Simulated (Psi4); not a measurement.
**UMP2/def2-SVPD run of GaH2O2 (SMILES [OH][Ga][OH])**

What is the vertical electron affinity of GaH2O2 at UMP2/def2-SVPD? 

The calculation is run with Psi4 1.11.

1 further run of the same task is left out (set aside as unsound or not needed).

### Step 1. The structure to begin with

GaH2O2: 5 atoms, total charge 0, spin state doublet. SMILES: `[OH][Ga][OH]`. The shape is that of a PBE0-D4/def2-TZVP optimisation. This is one conformer, not always the lowest.

Bond lengths: O1–Ga2 1.804 Å, Ga2–O3 1.795 Å, O1–H4 0.960 Å, O3–H5 0.963 Å. Angles: O1–Ga2–O3 114.9°, Ga2–O1–H4 114.9°, Ga2–O3–H5 111.1°.

### Step 2. A single-point energy at UMP2/def2-SVPD

Contents of run_ase.py:

```python
import numpy as np
from ase.calculators.psi4 import Psi4
from ase import Atoms

a = Atoms(['O', 'Ga', 'O', 'H', 'H'], positions=[
    [-0.370600, 0.021600, -1.274400],
    [-0.311700, -0.753800, 0.353600],
    [0.618200, 0.154900, 1.591100],
    [-0.867400, -0.464600, -1.936500],
    [0.981500, 0.968200, 1.224700],
])
calc = Psi4(atoms=a, method='mp2', basis='def2-SVPD', memory='2200MB', num_threads=1, charge=0, multiplicity=2, label='calc', reference='uhf')
calc.psi4.set_options({'puream': True, 'e_convergence': 1e-09, 'd_convergence': 1e-08, 'scf_type': 'pk', 'num_frozen_docc': 11, 'mp2_type': 'conv', 'maxiter': 100})
a.calc = calc

print(f'energy: {a.get_potential_energy():.6f} eV')
```

The run is started by

```console
python run_ase.py
```

calc.dat:

```text
[...]
  Running in c1 symmetry.
[...]
  Nuclear repulsion =  182.431292115847441
[...]
  Multiplicity = 2
[...]
  Nalpha       = 25
  Nbeta        = 24
[...]
    Number of basis functions: 100
[...]
   @UHF iter   1: -2072.53968493403454   -3.68267e+00   2.24345e-02 ADIIS/DIIS
[...]
   @UHF iter  16: -2073.81871747445848   -1.09139e-11   9.82798e-09 DIIS
[...]
   @S^2 Observed:                7.553237463E-01
[...]
    Orbital Energies [Eh]
    ---------------------
    Alpha Occupied:
       1A   -378.810683     2A    -48.176475     3A    -42.517637
       4A    -42.516101     5A    -42.514271     6A    -20.556293
       7A    -20.547942     8A     -6.423051     9A     -4.519443
      10A     -4.516863    11A     -4.512054    12A     -1.313466
      13A     -1.306745    14A     -1.227679    15A     -1.226913
      16A     -1.225694    17A     -1.212388    18A     -1.199805
      19A     -0.685478    20A     -0.655888    21A     -0.562166
      22A     -0.519506    23A     -0.507754    24A     -0.484040
      25A     -0.352383
    Alpha Virtual:
[...]
  @UHF Final Energy: -2073.81871747445848
   => Energetics <=
    Nuclear Repulsion Energy =            182.4312921158474410
    One-Electron Energy =               -3256.8387227964640260
    Two-Electron Energy =                1000.5887132061578768
    Total Energy =                      -2073.8187174744584809
  UHF NO Occupations:
  HONO-2 :   23  A 1.9995652
  HONO-1 :   24  A 1.9982984
[...]
 Multipole Moments:
 ------------------------------------------------------------------------------------
     Multipole            Electronic (a.u.)      Nuclear  (a.u.)        Total (a.u.)
 ------------------------------------------------------------------------------------
 L = 1.  Multiply by 2.5417464519 to convert [e a0] to [Debye]
 Dipole X            :         -1.8251707            1.3598250           -0.4653458
 Dipole Y            :         -3.7437328            3.2045837           -0.5391491
 Dipole Z            :          1.2178289           -1.6796047           -0.4617758
 Magnitude           :                                                    0.8488023
[...]
	SCS-MP2 Total Energy (a.u.)        : -2074.38771268365463
	SOS-MP2 Total Energy (a.u.)        : -2074.37104456520228
	SCSN-MP2 Total Energy (a.u.)       : -2074.13105491212809
[...]
	SOS-PI-MP2 Total Energy (a.u.)     : -2074.41353126449030
[...]
	MP2 Total Energy (a.u.)            : -2074.42104892055977
[...]
```

The script printed:

```text
energy: -56447.871939 eV
```

Wall time 9.6 s (1 thread of Intel Xeon Platinum 8375C at 2.90GHz (Ice Lake), shared host); peak memory 0.62 GiB.

### Step 3. The singlet anion

Contents of calc.py:

```python
import psi4

psi4.set_memory('2200 MB')
psi4.set_num_threads(1)
psi4.core.set_output_file('psi4.out', False)

m = psi4.geometry("""
-1 1
O     -0.370600     0.021600    -1.274400
Ga    -0.311700    -0.753800     0.353600
O      0.618200     0.154900     1.591100
H     -0.867400    -0.464600    -1.936500
H      0.981500     0.968200     1.224700
symmetry c1
no_reorient
no_com
""")

psi4.set_options({
    'basis': 'def2-SVPD',
    'puream': True,
    'e_convergence': 1e-09,
    'd_convergence': 1e-08,
    'scf_type': 'pk',
    'num_frozen_docc': 11,
    'mp2_type': 'conv',
})

result = psi4.energy('mp2')
print(f'total energy {result:.8f} hartree = {result * 27.211386:.5f} eV')
```

The run is started by

```console
python calc.py
```

psi4.out:

```text
[...]
  Running in c1 symmetry.
[...]
  Nuclear repulsion =  182.431292115847441
[...]
  Multiplicity = 1
[...]
  Nalpha       = 25
  Nbeta        = 25
[...]
    Number of basis functions: 100
[...]
   @RHF iter   1: -2072.31945782091316   -3.46244e+00   2.31767e-02 ADIIS/DIIS
[...]
   @RHF iter  13: -2073.83728882411424   -5.45697e-12   5.41253e-09 DIIS
[...]
    Orbital Energies [Eh]
    ---------------------
    Doubly Occupied:
       1A   -378.549619     2A    -47.916574     3A    -42.257645
       4A    -42.256034     5A    -42.255106     6A    -20.348079
       7A    -20.344024     8A     -6.161082     9A     -4.257531
      10A     -4.254043    11A     -4.253379    12A     -1.100226
      13A     -1.094934    14A     -0.967587    15A     -0.965504
      16A     -0.963977    17A     -0.959712    18A     -0.952023
      19A     -0.474670    20A     -0.451435    21A     -0.347272
      22A     -0.317008    23A     -0.306125    24A     -0.285415
      25A     -0.052048
[...]
  @RHF Final Energy: -2073.83728882411424
   => Energetics <=
    Nuclear Repulsion Energy =            182.4312921158474410
    One-Electron Energy =               -3268.3550629011842830
    Two-Electron Energy =                1012.0864819612224892
    Total Energy =                      -2073.8372888241142391
[...]
 Multipole Moments:
 ------------------------------------------------------------------------------------
     Multipole            Electronic (a.u.)      Nuclear  (a.u.)        Total (a.u.)
 ------------------------------------------------------------------------------------
 L = 1.  Multiply by 2.5417464519 to convert [e a0] to [Debye]
 Dipole X            :         14.8908636          -14.3010694            0.5897942
 Dipole Y            :         42.2180231          -40.5387828            1.6792403
 Dipole Z            :        -25.2959777           24.1571250           -1.1388527
 Magnitude           :                                                    2.1129815
[...]
	SCS-MP2 Total Energy (a.u.)        : -2074.43780176293558
	SOS-MP2 Total Energy (a.u.)        : -2074.37651801839138
	SCSN-MP2 Total Energy (a.u.)       : -2074.16086699530797
[...]
	SOS-PI-MP2 Total Energy (a.u.)     : -2074.46638955077105
[...]
	MP2 Total Energy (a.u.)            : -2074.47049771964475
[...]
```

The script printed:

```text
total energy -2074.47049772 hartree = -56449.21746 eV
```

It took 7.5 s on 1 thread of Intel Xeon Platinum 8375C at 2.90GHz (Ice Lake), shared host; peak memory 0.6 GiB.

### Step 4. Summary of results

At UMP2/def2-SVPD, 11 core orbitals frozen:

```
                                                                  quantity           value
                                              doublet GaH2O2: total energy  -2074.42105 Eh
doublet GaH2O2: HOMO energy (Hartree–Fock orbitals) (highest over α and β)        -9.59 eV
 doublet GaH2O2: LUMO energy (Hartree–Fock orbitals) (lowest over α and β)         0.00 eV
              doublet GaH2O2: correlation energy (11 core orbitals frozen)      -602.3 mEh
                         doublet GaH2O2: ⟨S²⟩ of the reference determinant           0.755
                                               singlet anion: total energy  -2074.47050 Eh
                        singlet anion: HOMO energy (Hartree–Fock orbitals)        -1.42 eV
                        singlet anion: LUMO energy (Hartree–Fock orbitals)         5.93 eV
      singlet anion: HOMO–LUMO gap (to an unbound level, set by the basis)         7.35 eV
               singlet anion: correlation energy (11 core orbitals frozen)      -633.2 mEh
                         vertical electron affinity (to the singlet anion)        1.346 eV
```

At fixed nuclei the extra electron is bound by 1.35 eV (130 kJ/mol).
